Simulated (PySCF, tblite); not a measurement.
# C4H9Ge2N: geometry, infrared bands and NMR shifts

What infrared bands and NMR shifts should C4H9Ge2N (`C=[CH][Ge@@H]([C]#N)[CH2][GeH3]`) show?

Computed with tblite 0.8.0 and PySCF 2.14.0, with density-fitted response routines of our own, on a single molecule in the gas phase. Atoms count from 0, in the outputs and in this text.

### 1 The molecule as given

16 atoms, charge 0, multiplicity 1; geometry from: force field or distance geometry start.

Bonds of the start (Å): C0–C1 1.32, C1–Ge2 1.94, Ge2–C3 1.91, C3–N4 1.16, Ge2–C5 1.92, C5–Ge6 1.96, C0–H7 1.07, C0–H8 1.10, C1–H9 1.10, Ge2–H10 1.54, C5–H11 1.11, C5–H12 1.12, Ge6–H13 1.57, Ge6–H14 1.54, Ge6–H15 1.53.

### 2 Optimising the geometry with GFN2-xTB

What the job is given:

```
{"job": {"kind": "relax", "xc": "GFN2-xTB", "basis": "xTB"}, "charge": 0, "multiplicity": 1}
C     -2.634100    -1.011000     0.754800
C     -1.505900    -1.202000     0.087200
Ge    -0.407800     0.342900    -0.317400
C     -1.486700     1.901700    -0.050200
N     -2.148100     2.835500     0.135300
C      1.102100     0.381300     0.863400
Ge     2.740700    -0.007400    -0.140100
H     -3.226200    -1.870300     0.984500
H     -2.931600     0.004400     1.041500
H     -1.168000    -2.202700    -0.204900
H      0.031100     0.350800    -1.797600
H      0.970300    -0.386400     1.647600
H      1.274800     1.372600     1.360700
H      3.423500    -1.219700     0.588800
H      2.330700    -0.517200    -1.536900
H      3.627700     1.236100    -0.160600
```

Run with:

```
> OMP_NUM_THREADS=1 python probes_run.py task.json out
```

The driver reads the jobs from task.json and runs them one after another.

**Question.** This job is followed by: GFN2-xTB harmonic vibrations, gas phase; GIAO PBE0/pcSseg-1 NMR shielding, non-relativistic, gas phase. What will the session give for the following? strongest single infrared mode (GFN2-xTB); zero-point energy (GFN2-xTB); ¹³C shifts against TMS (PBE0/pcSseg-1); ¹H shifts against TMS (PBE0/pcSseg-1, means over atoms taken as alike); ⁷³Ge shifts against GeMe4 (PBE0/pcSseg-1); ¹⁵N shifts against NH3 (PBE0/pcSseg-1).

As calculated:

| quantity | value |
| --- | --- |
| strongest single infrared mode (GFN2-xTB) | 2068 cm⁻¹, 478 km/mol |
| zero-point energy (GFN2-xTB) | 65.5 kcal/mol |
| ¹³C shifts against TMS (PBE0/pcSseg-1) | 145.4, 136.0, 122.9, -5.7 ppm |
| ¹H shifts against TMS (PBE0/pcSseg-1, means over atoms taken as alike) | 6.73, 6.63, 6.40, 4.87, 3.62, 0.54, 0.50 ppm |
| ⁷³Ge shifts against GeMe4 (PBE0/pcSseg-1) | -112, -237 ppm |
| ¹⁵N shifts against NH3 (PBE0/pcSseg-1) | 363.1 ppm |

**Reading.** The optimisation took 211 steps and gained 0.403 eV; among the close pairs (by a distance rule), Ge6–H13 changed most, from 1.571 to 1.496 Å. All 42 modes are real, so the xTB geometry is a minimum. The strongest single mode, at 2068 cm⁻¹, moves mainly H13. GFN2-xTB is a fitted tight-binding method: band positions and strengths are rough. Its intensities can rank the bands wrongly. The most deshielded carbon is C0 (terminal =CH2 carbon), at 145.4 ppm: as expected for a trigonal carbon in a double bond. At PBE0/pcSseg-1: Shielding is most anisotropic at N4 (span 602 ppm, paramagnetic term -434 ppm). Spin-orbit coupling is left out, which matters for shieldings and couplings at and beside the heavy atoms.
